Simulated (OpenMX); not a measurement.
The system is SiF.

```
CELL_PARAMETERS angstrom
3.02860 0.00000 0.00000
0.00000 3.02860 0.00000
0.00000 0.00000 3.02860
ATOMIC_POSITIONS crystal
Si 0.50000 0.50000 0.50000
F 0.00000 0.00000 0.00000
```

The cell was built by a generator and needn't be a form met in nature.

Base run:

```yaml
Program: OpenMX 3.8.5
Functional: PBE
Dispersion: D4
Potentials_or_basis: OpenMX 2013 PBE set, Si7.0-s2p2d1, F6.0-s2p2d1, grid cutoff 400 Ry
k_mesh: 7 × 7 × 7
Occupations: fermi-dirac, width 0.05 eV
Spin: no spin polarisation
```

Its results: band gap on the k mesh none (metal or under the smearing width); pressure -0.2 GPa.

The run is repeated on the same cell with these changes: dispersion from D4 to D3(BJ). What comes out?

Band gap on the k mesh none (metal or under the smearing width); pressure -1.6 GPa.

Caveats: the basis of atomic orbitals isn't converged, which shifts pressures, moduli and gaps; an odd number of electrons without spin polarisation forces a metal; a magnetic or distorted state may lie lower; pairwise dispersion overbinds metals, which lowers pressure and volume.

Not every run made on this cell is shown here.
